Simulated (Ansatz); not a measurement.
Crystal: HfGe.

```
Hf Ge
1.0
     3.93351    0.00000    0.00000
    -1.96675    3.40652    0.00000
     0.00000    0.00000    3.50962
Hf Ge
1 1
Cartesian
  0.0000 0.0000 1.7548
  0.0000 2.2710 1.7548
```

The cell was built by a generator and needn't be a form met in nature.

Program: Ansatz 0.2.0. Alike in all runs: task single point; potentials or basis Ansatz PAW; cell as given; k mesh 4 × 4 × 4; smearing fermi-dirac 0.05 eV; the mesh is coarse, so values aren't converged.

Q: Order these runs on this cell by their pressure, lowest first.
A. level B3LYP; spin off; cutoff (eV) 420
B. level HF; spin off; cutoff (eV) 420
C. level r2SCAN0; spin off; cutoff (eV) 500
D. level HSE06; spin SOC, no magnetisation; cutoff (eV) 420
E. level PBEsol0; spin off; cutoff (eV) 420

A: E (35.1 GPa), D (37.5 GPa), C (39.2 GPa), A (40.8 GPa), B (54.6 GPa).

Caveats: all runs use coarse meshes; the PAW data sets come from PBE, with cores solved anew for the run's functional, which leaves a small shift of forces and pressure; the thresholds are loose for stress; a pressure of tens of GPa on the cell as given is suspect, and the run, the potentials or the cell itself is likely at fault (some runs); so large a pressure means that the cell lies far from this level's equilibrium, or that cutoff or potentials fall short (some runs).
